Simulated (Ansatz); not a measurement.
**CH₆BGa: up Jacob's ladder to CCSD(T)**

An exercise on one series of results from a longer session: the logs are not shown, and one member is left open.

Method: functionals in def2-TZVPP, the program's frozen cores in correlated methods; program: Ansatz 0.2.0, Gaussian basis.

Levels to be run: LDA (SPW92), PBE-D4, revPBE-D4, BLYP-D4, r2SCAN-D4, B97M-V, PBE0-D4, B3LYP-D4, r2SCANh-D4, r2SCAN0-D4, HSE06-D4, BHLYP-D4, CAM-B3LYP-D4, LC-ωPBE, ωB97X-V, ωB97M-V, B2PLYP, PBE-QIDH; CCSD(T)/def2-SVP; CCSD(T)/def2-TZVPP; MP2/def2-QZVPP; extrapolation to the limit; RPA on PBE.

### Structure used throughout

All runs share one geometry, relaxed beforehand with PBE0-D4 in a triple-zeta def2 set.

SMILES `B[CH2][GaH2]`, 9 atoms, charge 0, spin multiplicity 1.

Atoms are counted from 1 here; the program's logs count them from 0.

Bond lengths: B1–C2 1.513 Å, B1–H4 1.200 Å, B1–H5 1.200 Å, C2–Ga3 2.011 Å, C2–H6 1.095 Å, C2–H7 1.090 Å, Ga3–H8 1.567 Å, Ga3–H9 1.567 Å. Angles: C2–B1–H4 120.6°, C2–B1–H5 120.8°, H4–B1–H5 118.3°, B1–C2–Ga3 101.7°, B1–C2–H6 116.1°, B1–C2–H7 117.9°, Ga3–C2–H6 100.6°, Ga3–C2–H7 104.3°, H6–C2–H7 113.0°, C2–Ga3–H8 119.2°, C2–Ga3–H9 118.2°, H8–Ga3–H9 122.4°.

The first run:

The input, in.yaml:

```yaml
crystal:
  periodic: [false, false, false]
  atoms:
    - {symbol: B, position_ang: [-0.663210, 0.688627, -0.993499]}
    - {symbol: C, position_ang: [0.672341, 0.288556, -0.406274]}
    - {symbol: Ga, position_ang: [0.107034, -0.816929, 1.175625]}
    - {symbol: H, position_ang: [-1.250440, -0.048923, -1.735949]}
    - {symbol: H, position_ang: [-1.202973, 1.706788, -0.657291]}
    - {symbol: H, position_ang: [1.245320, -0.451493, -0.974354]}
    - {symbol: H, position_ang: [1.296590, 1.072989, 0.022795]}
    - {symbol: H, position_ang: [-0.395296, -2.282776, 0.944199]}
    - {symbol: H, position_ang: [0.279133, -0.203239, 2.607649]}
basis:
  gaussian: {orbitals: def2-TZVPP}
hamiltonian: {xc: lda}
output: {orbitals: {seedname: orbitals}}
```

Started as:

```bash
$ ansatz run in.yaml --threads 2 --pin off --events-out ev --progress --plain --max-ram 4352MiB
```

Steps of the session up to this table: LDA; PBE-D4 (GGA); revPBE-D4 (GGA); BLYP-D4 (GGA); r2SCAN-D4 (meta-GGA); B97M-V (meta-GGA); PBE0-D4 (hybrid); B3LYP-D4 (hybrid); r2SCANh-D4 (hybrid); r2SCAN0-D4 (hybrid); HSE06-D4 (hybrid); BHLYP-D4 (hybrid); CAM-B3LYP-D4 (range-separated); LC-ωPBE (range-separated); ωB97X-V (range-separated); ωB97M-V (range-separated); B2PLYP (double hybrid); PBE-QIDH (double hybrid).

One table of the session follows, with a row left open; its other results are not shown here.

It belongs to the step «Orbital energies across the functionals». 

| functional | HOMO (eV) | LUMO (eV) | gap (eV) |
| --- | --- | --- | --- |
| LDA (SPW92) | -7.27 | -3.28 | 3.98 |
| PBE-D4 | -7.10 | -3.00 | 4.10 |
| revPBE-D4 | -7.04 | -2.87 | 4.17 |
| BLYP-D4 | -6.94 | -2.91 | 4.03 |
| r2SCAN-D4 | ? | ? | ? |
| B97M-V | -7.40 | -2.90 | 4.50 |
| PBE0-D4 | -8.22 | -2.14 | 6.07 |
| B3LYP-D4 | -7.99 | -2.40 | 5.59 |
| r2SCANh-D4 | -7.74 | -2.42 | 5.32 |
| r2SCAN0-D4 | -8.37 | -1.99 | 6.39 |
| HSE06-D4 | -7.82 | -2.52 | 5.30 |
| BHLYP-D4 | -9.19 | -1.31 | 7.88 |
| CAM-B3LYP-D4 | -9.50 | -1.20 | 8.30 |
| LC-ωPBE | -10.87 | -0.01 | 10.87 |
| ωB97X-V | -10.50 | -0.15 | 10.35 |
| ωB97M-V | -10.37 | -0.38 | 9.99 |

Estimate the missing values for r2SCAN-D4.

Worked estimate for «HOMO (eV)». Against the share of exact exchange, r2SCANh-D4 (0.1, -7.74), r2SCAN0-D4 (0.25, -8.37) give a slope of -4.20 per unit share; at 0 the line stands at -7.32.

The run gave: HOMO (eV): -7.33; LUMO (eV): -2.72; gap (eV): 4.61. In «HOMO (eV)» the line misses by +0.01.
